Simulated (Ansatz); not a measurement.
What does this script print? It uses the Python package of Ansatz (0.2.0).

`geh7nsi_bde.py`:
```python
"""Cost of removing each kind of hydrogen from GeH7NSi, fragments frozen."""

import ansatz as az


def total_energy(molecule, charge=0, unpaired=0):
    calc = (
        molecule.calculation()
        .basis(gaussian="6-31G*")  # atom-centred Gaussian functions
        .functional("B3LYP")
    )
    if charge:
        calc = calc.charge(charge)
    if unpaired:
        calc = calc.spin("collinear", total=unpaired)
    return calc.run(threads=1, backend="cpu").report["free_energy_ev"]

def without(molecule, index):
    rest = az.Crystal.molecule()
    for i, site in enumerate(molecule.cartesian_sites):
        if i != index:
            rest = rest.atom(site.symbol, site.position_ang)
    return rest

geometry_ang = [
    ("N", (-1.6711, 0.5302, -0.5398)),
    ("Ge", (0.1077, 0.7725, -0.266)),
    ("Si", (0.8886, -1.0823, 0.8333)),
    ("H", (-1.9542, 1.4144, -1.1109)),
    ("H", (-1.8352, -0.2678, -1.1844)),
    ("H", (0.3651, 2.0575, 0.5905)),
    ("H", (0.8621, 0.9189, -1.6244)),
    ("H", (0.7131, -2.2669, 0.0277)),
    ("H", (0.2383, -1.1998, 2.1825)),
    ("H", (2.3687, -0.9279, 1.0945)),
]
system = az.Crystal.molecule()
for symbol, xyz in geometry_ang:
    system = system.atom(symbol, xyz)

whole = total_energy(system, 0)
hydrogen = total_energy(az.Crystal.molecule().atom("H", (0, 0, 0)), 0, 1)
print(f"E(molecule) = {whole:.5f} eV, E(H) = {hydrogen:.5f} eV")
for index in [4, 6, 9]:
    radical = total_energy(without(system, index), 0, 1)
    print(f"H{index}: homolysis {96.485332 * (radical + hydrogen - whole):.1f} kJ/mol")
    anion = total_energy(without(system, index), -1)
    print(f"H{index}: loss of a proton {96.485332 * (anion - whole):.1f} kJ/mol")
```

Running `python geh7nsi_bde.py` prints:
```text
E(molecule) = -65993.28340 eV, E(H) = -13.61312 eV
H4: homolysis 448.0 kJ/mol
H4: loss of a proton 1660.1 kJ/mol
H6: homolysis 338.9 kJ/mol
H6: loss of a proton 1614.1 kJ/mol
H9: homolysis 384.3 kJ/mol
H9: loss of a proton 1617.9 kJ/mol
```

Total energies depend on the basis set; only differences at equal settings carry meaning. The geometry is a force-field or estimated start, not a minimum of this method, and the basis set is short of its limit. All parts are taken at fixed geometry, without zero-point energy. b3lyp holds the VWN-RPA fit, as in Gaussian; the form of ORCA and Turbomole is b3lyp5. Anions want diffuse functions, which this basis lacks. Hardware and time: 24 s on 1 thread of Arm Neoverse V2, with other jobs on the host, peak memory 0.28 GiB.

(Lines on the test bed's own set-up are left out of the output.)
